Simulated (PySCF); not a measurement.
**TlAs: bond curves at several levels of theory**

One job finds the state of TlAs, follows it along the bond with each method and fits the curves.

Method: Tl cc-pVDZ-PP with ECP60, As cc-pVDZ-PP with ECP10, scalar-relativistic core potentials; program: PySCF 2.14.0.

**1. Input**

A driver script around PySCF takes these settings:

- atoms: Tl, As
- charge: 0
- basis: Tl cc-pVDZ-PP with ECP60, As cc-pVDZ-PP with ECP10
- Hamiltonian: scalar-relativistic core potentials
- basis functions: 46
- electrons treated: 44
- masses in u: 204.9744, 74.9216
- levels: PBE0, PBE, r²SCAN, M06-2X, B2PLYP, r²SCANh, HF, MP2, SCS-MP2, CCSD, CCSD(T)
- grid: 80 radial by 434 angular points
- occupations: held fixed by the projection of orbital angular momentum
- dissociation limit: Tl + As, each in its ground configuration
- starting distance in angstrom: 2.605
- values of 2S to try: 0, 2, 4

Run with:

```sh
> OMP_NUM_THREADS=1 python dia.py task.json out
```

Further steps of the session: The PBE0 curve of the state that the search chose; Other states along the same grid; PBE (GGA); r²SCAN (meta-GGA); M06-2X (hybrid meta-GGA); B2PLYP (double hybrid); r²SCANh (hybrid meta-GGA); UHF (mean field); MP2 and coupled cluster.

Q: Predict the outcome of this session. Wanted: for each run, Re; ωe; De; μ.

As calculated:

Lowest PBE0 solution found, without spin–orbit coupling: ³Σ⁻ (triplet), unpaired electrons π ↑↑. State 2 has its PBE0 minimum 0.33 eV higher, as a spin-mixed determinant (⟨S²⟩ = 1.01), so this is no gap between pure states. State 3 has its PBE0 minimum 0.36 eV higher. State 4 has its PBE0 minimum 0.61 eV higher, as a spin-mixed determinant (⟨S²⟩ = 1.01), so this is no gap between pure states. The other levels ran on the lowest alone.

```tsv
level	Re (Å)	ωe (cm⁻¹)	De (eV)	μ (D)
UHF	2.868	145.7	0.53	-3.24
UHF-MP2	2.827	159.3	1.18	n/a
UHF-SCS-MP2	2.847	156.4	1.14	n/a
UHF-CCSD	2.855	150.0	1.15	n/a
UHF-CCSD(T)	2.858	149.5	1.22	n/a
PBE	2.855	150.5	1.85	-2.40
r²SCAN	2.828	155.5	1.73	-2.63
r²SCANh	2.820	157.0	1.69	-2.68
PBE0	2.825	156.4	1.70	-2.66
M06-2X	2.854	153.4	1.61	-3.21
B2PLYP	2.843	154.0	1.56	-2.85
```

De is counted to Tl + As in their ground configurations. A positive dipole means Tl(−)As(+).

Differences from CCSD(T) in the same basis:

```tsv
level	Re (mÅ)	ωe (%)
UHF	+11	-2.6
UHF-MP2	-30	+6.5
UHF-SCS-MP2	-10	+4.6
UHF-CCSD	-3	+0.3
PBE	-2	+0.7
r²SCAN	-29	+4.0
r²SCANh	-37	+5.0
PBE0	-32	+4.6
M06-2X	-3	+2.6
B2PLYP	-14	+3.0
```

Judged by CCSD(T) in the same basis: best bond length PBE (-2 mÅ), worst r²SCANh (-37 mÅ); best wavenumber UHF-CCSD (+0.3 %), worst UHF-MP2 (+6.5 %). CCSD(T) in a basis this small is itself some way from its limit, more so than the functionals. Of the levels with a De here, UHF gives the least (0.53 eV) and PBE the most (1.85 eV).

Correlated steps freeze 8 core orbitals. These are scalar-relativistic numbers at best; spin–orbit coupling would shift them, the dissociation energy most. B2PLYP dipoles, levels and charges come from its SCF part alone. With spin–orbit coupling the term label itself may not hold.
